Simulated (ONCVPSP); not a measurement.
# An ONCV potential for silicon, from input to tests

Do these settings give a usable potential? It is generated, then checked for transferability, scattering, ghosts and hardness.

Program: ONCVPSP 4.0.1.1 (patched build). Reference atom: PBE, scalar-relativistic, spherical and spin-unpolarised. All values are calculated.

**1. The atom and the settings**

Typed settings, in words:

* element: silicon (Si, Z = 14)
* type: optimised norm-conserving Vanderbilt (ONCV)
* frozen core: [Ne]
* valence charge: 4
* reference configuration: 3s2 3p2
* partial waves: 3s: rc 1.30 bohr, ncon 3, nbas 6, qcut 6.4 1/bohr, 2 projectors, debl 3.6 Ha; 3p: rc 2.10 bohr, ncon 4, nbas 7, qcut 3.9 1/bohr, 2 projectors, debl 3.6 Ha; d scattering state at 0.26 Ha: rc 1.60 bohr, ncon 4, nbas 8, qcut 5.5 1/bohr, 2 projectors, debl 0.5 Ha
* local potential: polynomial inside 1.30 bohr (lpopt 5, dvloc0 3 Ha)
* core correction: Teter function fitted to the true core (icmod 2), fcfact 0.65

An earlier all-electron run gives the scale for the radii.

All-electron outer shells of the reference configuration (PBE, scalar-relativistic, ld1.x):

```csv
shell,level (eV),outermost node (bohr),outermost maximum (bohr)
2s,-139.50,0.15,0.45
2p,-95.56,–,0.39
3s,-10.81,0.72,1.80
3p,-4.08,0.72,2.17
```

**2. Generating the potential**

Input file Si.dat:

```
# ATOM AND REFERENCE CONFIGURATION
# atsym  z   nc   nv     iexc    psfile
  Si 14.00    3    2        4      upf
#
#   n    l    f
    1    0    2.00
    2    0    2.00
    2    1    6.00
    3    0    2.00
    3    1    2.00
#
# PSEUDOPOTENTIAL AND OPTIMIZATION
# lmax
    2
#
#   l,   rc,      ep,       ncon, nbas, qcut
    0    1.30    0.00    3    6    6.40
    1    2.10    0.00    4    7    3.90
    2    1.60    0.26    4    8    5.50
#
# LOCAL POTENTIAL
# lloc, lpopt,  rc(5),   dvloc0
    4    5    1.30    3.00
#
# VANDERBILT-KLEINMAN-BYLANDER PROJECTORs
# l, nproj, debl
    0    2    3.60
    1    2    3.60
    2    2    0.50
#
# MODEL CORE CHARGE
# icmod, fcfact, rcfact
    2    0.65    1.00
#
# LOG DERIVATIVE ANALYSIS
# epsh1, epsh2, depsh
   -2.00    5.00    0.02
#
# OUTPUT GRID
# rlmax, drl
    6.00    0.01
#
# TEST CONFIGURATIONS
# ncnf
    4
# nvcnf
#   n    l    f
    2
    3    0    2.00
    3    1    1.00
#
    2
    3    0    2.00
    3    1    0.00
#
    2
    3    0    1.00
    3    1    0.00
#
    2
    3    0    2.00
    3    1    1.50
#
```

Command:

```console
$ oncvpsp.x < Si.dat > Si.out
```

Before running it: what results should come out? Wanted: cutoffs for 1 and 0.1 mHa per electron, occupied waves; bound ghosts; GHOST(+) flags; largest test error; largest phase difference near zero energy, channels read; rms error of d²Exc/dn², without and with the model core.

As calculated:

| quantity | value |
| --- | --- |
| cutoffs for 1 and 0.1 mHa per electron, occupied waves | 15 Ha and 71 Ha |
| bound ghosts | s at -148.25 eV |
| GHOST(+) flags | none at low energy |
| largest test error (AE − PS) | +72 meV, for 3s1 3p0 |
| largest phase difference near zero energy, channels read | 0.001 rad |
| rms error of d²Exc/dn², without and with the model core | 1.68 and 1.06 mHa |

What this shows: It has a bound ghost (s), a state that the atom doesn't have, and that rules the file out. By total energies transferability is fair: the largest error is 72 meV on 57.7 eV, for 3s1 3p0. That test lies far up in energy; among those under 40 eV, nearer to bonding, the largest error is 11 meV. It counts as soft on the atom at that tolerance, with 15 Ha needed at the looser tolerance. The tighter tolerance needs 71 Ha, and converged work needs a cutoff nearer that. At the looser tolerance the 3s wave is the slowest; 3p needs 3 Ha. Near zero energy the phases of the channels with partial waves agree within 0.001 rad. All of this concerns the isolated atom, not yet a solid.
